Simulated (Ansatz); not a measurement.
Working through a single point in a Gaussian basis of H₅O₂PSiSn, SMILES O[Si]1([SnH3])OP1

Program: Ansatz 0.2.0, Python API.

Run as a notebook:

In [1]:
```python
import ansatz as az
from ase import Atoms
import numpy as np

BASIS = 'def2-SVPD'
XC = 'BLYP'
```

In [2]:
```python
atoms = Atoms(['O', 'Si', 'Sn', 'O', 'P', 'H', 'H', 'H', 'H', 'H'], positions=[
    (-1.9613, 0.2932, 1.367),
    (-0.8974, 0.1937, 0.0591),
    (1.3458, -0.8206, 0.3873),
    (-0.7053, 1.6843, -0.7934),
    (-1.6064, 0.6806, -1.9834),
    (-1.4934, 0.7869, 2.0793),
    (2.3225, 0.1678, 1.5221),
    (1.2395, -2.42, 1.0465),
    (2.2148, -0.8798, -1.095),
    (-0.3757, 0.2628, -2.5865),
])
molecule = az.Crystal.molecule_from_ase(atoms)
```

In [3]:
```python
job = molecule.calculation()
job = job.basis(gaussian=BASIS)
job = job.functional(XC)
job = job.forces()
trace = []
result = job.session().plan().execute(on_event=trace.append)
summary = result.report

summary['positions_ang']
```
Out [3]:
```text
[[-1.9613, 0.2932, 1.367], [-0.8974, 0.1937, 0.0591], [1.3458, -0.8206, 0.3873],
 [-0.7053, 1.6843, -0.7934], [-1.6064, 0.6806, -1.9834], [-1.4934, 0.7869, 2.0793],
 [2.3225, 0.1678, 1.5221], [1.2395, -2.42, 1.0465], [2.2148, -0.8798, -1.095],
 [-0.3757, 0.2628, -2.5865]]
```

In [4]:
```python
summary['mean_field']['state']['spin_squared']
```
Out [4]:
```text
-1.7053025658242404e-13
```

In [5]:
```python
for event in trace:
    if event['event'] == 'mean_field_evaluation' and event['data']['evaluation'] <= 25:
        print('pass {evaluation:3d}  E = {energy_ev:.6f} eV  gradient {gradient_ev:.1e}'.format(**event['data']))
```
```text
pass   1  E = -27149.307559 eV  gradient 8.7e+01
pass   2  E = -26954.380462 eV  gradient 2.5e+02
pass   3  E = -27159.049589 eV  gradient 3.8e+01
pass   4  E = -27158.000565 eV  gradient 5.2e+01
pass   5  E = -27162.949788 eV  gradient 1.3e+01
pass   6  E = -27163.356333 eV  gradient 5.1e+00
pass   7  E = -27163.404541 eV  gradient 2.1e+00
pass   8  E = -27163.413221 eV  gradient 5.8e-01
pass   9  E = -27163.414166 eV  gradient 1.4e-01
pass  10  E = -27163.417294 eV  gradient 1.4e-01
pass  11  E = -27163.417342 eV  gradient 6.7e-02
pass  12  E = -27163.377034 eV  gradient 1.6e-01
pass  13  E = -27163.377085 eV  gradient 2.7e-02
pass  14  E = -27163.377086 eV  gradient 1.3e-02
pass  15  E = -27163.377087 eV  gradient 2.4e-03
pass  16  E = -27163.377087 eV  gradient 2.5e-03
pass  17  E = -27163.377087 eV  gradient 4.0e-04
pass  18  E = -27163.377087 eV  gradient 9.7e-05
pass  19  E = -27163.377087 eV  gradient 2.8e-05
pass  20  E = -27163.377087 eV  gradient 2.8e-05
```

In [6]:
```python
print('reference energy %16.6f eV' % summary['reference_energy_ev'])
print('total energy     %16.6f eV' % summary['free_energy_ev'])
print('occupied orbitals outside the frozen core (up, down):', summary['n_occupied'], ' frozen:', summary['n_frozen'], ' virtual:', summary['n_virtual'])

field = summary['mean_field']
print('<S^2> =', round(abs(field['state']['spin_squared']), 4), ' all-electron relativity setting:', field['relativity'])
print('passes:', field['passes'])
if 'symmetry' in field:
    print('occupied orbitals by irrep:', field['symmetry']['occupied'])
```
```text
reference energy    -27163.377525 eV
total energy        -27163.377525 eV
occupied orbitals outside the frozen core (up, down): [36, 36]  frozen: 0  virtual: [130, 130]
<S^2> = 0.0  all-electron relativity setting: none
passes: {'evaluations': 18, 'products': 16}
occupied orbitals by irrep: [{'A': 36}, {'A': 36}]
```

In [7]:
```python
symbols = [site.symbol for site in molecule.cartesian_sites]
print('forces (eV/A)')
for symbol, f in zip(symbols, summary['forces_ev_ang']):
    print(f'  {symbol:2s} {f[0]:9.4f} {f[1]:9.4f} {f[2]:9.4f}')
```
```text
forces (eV/A)
  O     0.4640    0.1442    0.3211
  Si   -0.7085    0.6047   -0.5738
  Sn    1.3600   -0.1881    0.8219
  O    -0.1496    0.2002    0.3851
  P    -0.1051    0.2225   -0.0401
  H    -0.5228   -0.1726    0.0497
  H    -0.3619   -0.3420   -0.3565
  H     0.0121    0.0082   -0.0126
  H    -0.0217    0.0040   -0.1279
  H     0.0335   -0.4812   -0.4670
```

In [8]:
```python
charges = summary['charge_distribution']
print('dipole moment', round(4.803205 * float(np.linalg.norm(charges['dipole_moment_e_ang'])), 3), 'D')
print('Mulliken:', [(s, round(q, 3)) for s, q in zip(symbols, charges['mulliken_charges_e'])])
```
```text
dipole moment 1.795 D
Mulliken: [('O', -0.658), ('Si', 0.924), ('Sn', -0.14), ('O', -0.84), ('P', 0.109), ('H', 0.178), ('H', 0.051), ('H', 0.075), ('H', 0.078), ('H', 0.222)]
```

Caveats:
- Total energies depend on the basis set; only differences at equal settings carry meaning.
- The geometry is a force-field or estimated start, not a minimum of this method, and the basis set is short of its limit.
- def2 sets replace the cores of elements past krypton by effective core potentials.
- Mulliken charges are unreliable in a basis with diffuse functions.
- Early passes use coarser integrals and grids, so their energies can't be compared with the last.
- The whole script took 11 s on 1 thread of Arm Neoverse V1, on a shared host, peak memory 0.3 GiB.
